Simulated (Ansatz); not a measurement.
# InPt3: the cost of one run

Program: Ansatz 0.2.0. Level of theory: DFT PBEsol, scalar-relativistic. These are calculated values, not measurements.

## (1) Starting point

The structure is cubic, space group Pm-3m (No. 221). Conventional cell: a = 3.988 Å, b = 3.988 Å, c = 3.988 Å, α = 90.00°, β = 90.00°, γ = 90.00°. In (site symmetry m-3m) has 12 Pt at 2.82 Å as nearest neighbours. Pt (site symmetry 4/mmm) has 4 In at 2.82 Å and 8 Pt at 2.82 Å as nearest neighbours.

Structure file:

```cif
data_structure
_symmetry_space_group_name_H-M 'Pm-3m'
_symmetry_Int_Tables_number 221
_cell_length_a 3.9880
_cell_length_b 3.9880
_cell_length_c 3.9880
_cell_angle_alpha 90.000
_cell_angle_beta 90.000
_cell_angle_gamma 90.000
_cell_volume 63.43
loop_
_atom_site_label
_atom_site_type_symbol
_atom_site_symmetry_multiplicity
_atom_site_Wyckoff_symbol
_atom_site_fract_x
_atom_site_fract_y
_atom_site_fract_z
_atom_site_occupancy
In1 In 1 a 0.00000 0.00000 0.00000 1
Pt1 Pt 3 c 0.50000 0.50000 0.00000 1
```

The file gives the conventional cell by its symmetry; the runs use the cell typed in the input.

Atoms are numbered in the order of the input: In1, Pt2, Pt3, Pt4.

## (2) Volume × 0.96, LAPW

Input file input.yaml:

```yaml
crystal:
  lattice:
    - [3.934101501, 0.0, 0.0]
    - [0.0, 3.934101501, 0.0]
    - [0.0, 0.0, 3.934101501]
  atoms:
    - { symbol: In, position: [0.0, 0.0, 0.0] }
    - { symbol: Pt, position: [0.5, 0.5, 0.0] }
    - { symbol: Pt, position: [0.0, 0.5, 0.5] }
    - { symbol: Pt, position: [0.5, 0.0, 0.5] }
kpoints:
  mp_grid: { grid: [10, 10, 10] }
  band_path:
    path:
      - [0.0, 0.0, 0.0]
      - [0.0, 0.5, 0.0]
      - [0.5, 0.5, 0.0]
      - [0.0, 0.0, 0.0]
      - [0.5, 0.5, 0.5]
      - [0.0, 0.5, 0.0]
      - [0.5, 0.5, 0.5]
      - [0.5, 0.5, 0.0]
    npoints: 5
scf:
  occupations: { method: fermi_dirac, width: 0.05 }
hamiltonian:
  xc: pbesol
  pseudopotentials: { kind: all_electron, lapw: { basis_error: 0.0005 } }
output:
  forces: true
  stress: true
  eigenvalues: true
```

The run is started by

```
> ansatz run input.yaml --threads 1 --pin off --max-ram 4096MiB --backend cpu --events-out ev --progress --plain --runs-dir out
```

What time and memory should one allow on 1 thread of Intel Xeon 6975P-C (Granite Rapids), shared host?

About 81 s, with a peak of 1.1 GiB.
